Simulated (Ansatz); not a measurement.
The system is PtSe.

```xyz
2
Lattice="0.0000 3.0374 3.0374 3.0374 0.0000 3.0374 3.0374 3.0374 0.0000" Properties=species:S:1:pos:R:3 pbc="T T T"
Pt    0.0000    0.0000    0.0000
Se    1.5187    1.5187    1.5187
```

The cell comes from a database or a generator and needn't be the stable form of this composition.

Base run:

```yaml
Program: Ansatz 0.2.0
Functional: PBE
Potentials_or_basis: all-electron LAPW, scalar-relativistic
Cutoff: 277 eV (chosen from the basis error)
Basis_error_allowed: 0.001 eV/atom
k_mesh: 5 × 5 × 5
Occupations: gaussian, width 0.05 eV
Spin: collinear spin, ferromagnetic start
Starting_moments: "[0.5, 0.0] μB"
Hubbard_terms: Pt d U = 4 eV
```

Its results: band gap on the k mesh none (metal or under the smearing width); pressure -10.5 GPa; net moment 0.10 μB per cell.

Problem. The run is repeated on the same cell with these changes: spin from collinear spin, ferromagnetic start to collinear spin, program default start; moments at the start from [0.5, 0.0] to [0]. What comes out?

Solution. Band gap on the k mesh none (metal or under the smearing width); pressure -10.5 GPa; net moment 0.00 μB per cell.

Caveats: the k mesh is thin for a metal, which can move the energy by tens of meV per atom; U is the effective U less J, on atomic orbitals that reach past the spheres.
